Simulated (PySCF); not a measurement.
# C2H6Mn (MnMe2): the cost of one run

Programs: PySCF 2.14.0, with density-fitted response routines of our own. Each step states its level of theory. These are calculated values for one molecule in the gas phase, unless marked as measured. Atoms are numbered from 0 throughout.

### 1 Starting geometry

9 atoms, charge 0, multiplicity 6; geometry from: GFN2-xTB. The atoms were then displaced at random by about 0.03 Å, so the start is not that level's minimum.

Bonds of the start (Å): Mn0–C1 2.07, Mn0–C5 2.12, C1–H2 1.08, C1–H3 1.24, C1–H4 1.07, C5–H6 1.07, C5–H7 1.20, C5–H8 1.09.

### 2 Relaxing the molecule at PBE0-D3(BJ)/def2-SVP

The job: settings as JSON, then the geometry in Å.

```
{"job": {"xc": "PBE0", "basis": "def2-SVP", "d3": "d3bj", "grid": 1, "maxiter": 40, "shake": 0.03, "kind": "geom"}, "charge": 0, "multiplicity": 6}
Mn    -0.622890    -1.052920    -0.034790
C     -0.149120     0.001070     1.678430
H      0.099900     1.051230     1.759700
H      0.914990    -0.597500     1.467450
H     -0.561280    -0.330360     2.603340
C     -0.123550     0.175390    -1.687640
H     -0.481390    -0.081870    -2.664630
H      0.879130    -0.459730    -1.525640
H      0.176940     1.225240    -1.621870
```

Launch:

```console
$ OMP_NUM_THREADS=1 python probes_run.py task.json out
```

One launch serves the whole session: the jobs run in the order shown.

**Question.** How long does this first job take on 1 thread of Arm Neoverse V2, shared host, and how much memory does it need?

About 83 s, with a peak of 0.37 GiB.
